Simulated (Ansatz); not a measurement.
# Zr (Zr (0001), 2 layers): how the settings move a single-point run

How sensitive is a single-point run of Zr (Zr (0001), 2 layers) to its settings? A reference run comes first, then one run with altered input.

Computed with Ansatz 0.2.0 (reference: DFT, LDA, PAW with Ansatz's default frozen-core files, scalar-relativistic, unless a step's input says otherwise).

## 1. Starting point

The structure is trigonal, space group P-3m1 (No. 164). Conventional cell: a = 3.144 Å, b = 3.144 Å, c = 18.547 Å, α = 90.00°, β = 90.00°, γ = 120.00°. Around Zr (site symmetry 3m) lie 9 Zr at 3.13 to 3.14 Å.

As a file:

```cif
data_structure
_symmetry_space_group_name_H-M 'P-3m1'
_symmetry_Int_Tables_number 164
_cell_length_a 3.1436
_cell_length_b 3.1436
_cell_length_c 18.5467
_cell_angle_alpha 90.000
_cell_angle_beta 90.000
_cell_angle_gamma 120.000
_cell_volume 158.73
loop_
_atom_site_label
_atom_site_type_symbol
_atom_site_symmetry_multiplicity
_atom_site_Wyckoff_symbol
_atom_site_fract_x
_atom_site_fract_y
_atom_site_fract_z
_atom_site_occupancy
Zr1 Zr 2 d 0.33333 0.66667 0.43134 1
```

## 2. The reference run

input.yaml reads:

```yaml
crystal:
  lattice:
    - [3.1435815868, 0.0, 0.0]
    - [-1.5717907934, 2.7224215131, 0.0]
    - [0.0, 0.0, 18.5467]
  atoms:
    - { symbol: Zr, position: [0.833333333, 0.166666667, 0.4313446917] }
    - { symbol: Zr, position: [0.166666667, 0.833333333, 0.5686553083] }
kpoints:
  mp_grid: { grid: [15, 15, 1] }
scf:
  occupations: { method: fermi_dirac, width: 0.1 }
hamiltonian:
  xc: lda
  pseudopotentials: { kind: paw }
output:
  forces: true
  stress: true
  eigenvalues: true
  populations: true
efield:
  axis: 3
  amplitude: 0
  dipole_correction: true
```

Started as:

```
$ ansatz run input.yaml --threads 1 --pin off --max-ram 3584MiB --backend cpu --events-out ev --progress --plain --runs-dir out
```

## 3. Changed: spin_polarized true

input.yaml: that of step 2 with these lines changed.

```diff
@@ -20,2 +20,6 @@
   populations: true
+  write_density: true
+  write_potential: true
+  elf: true
+  volumetric_format: npy
 efield:
@@ -24 +28,3 @@
   dipole_correction: true
+magnetization:
+  spin_polarized: true
```

**Question.** What will these runs give? Wanted: for each run, ending; energy change; gap; force.

As calculated:

| run | ending | energy change | gap (eV) | force (eV/Å) | cycles | time |
| --- | --- | --- | --- | --- | --- | --- |
| reference | converged | 0 | 0.00 | 0.81 | 7 | 5.8 s |
| 1: spin_polarized true | converged | 0.0 meV/atom | 0.00 | 0.81 | 12 | 13 s |

Times don't compare one to one where runs were asked for different outputs or read a saved state (see the inputs); cycles may leave out searches for a lower state.

Residual by cycle in the longest SCF loop of each run; runs are numbered as in the table. The quantity is the density residual dr2, in eV.

| cycle | reference | run 1 |
| --- | --- | --- |
| 1 | 0.0163 | 9.03 |
| 2 | 0.00191 | 3.71 |
| 3 | 8.1e-4 | 0.227 |
| 4 | 2.6e-5 | 0.092 |
| 5 | 3.9e-6 | 0.0172 |
| 6 | 3.2e-7 | 0.0453 |
| 7 | 2.8e-8 | 0.00368 |
| 8 | - | 0.00155 |
| 9 | - | 5.7e-4 |
| 10 | - | 1.7e-5 |
| 11 | - | 3.7e-6 |
| 12 | - | 9.6e-8 |

**Reading.** With the changed spin polarisation the energy stays within 0.5 meV/atom: no moment was seeded, so none could form, and both runs end non-magnetic.
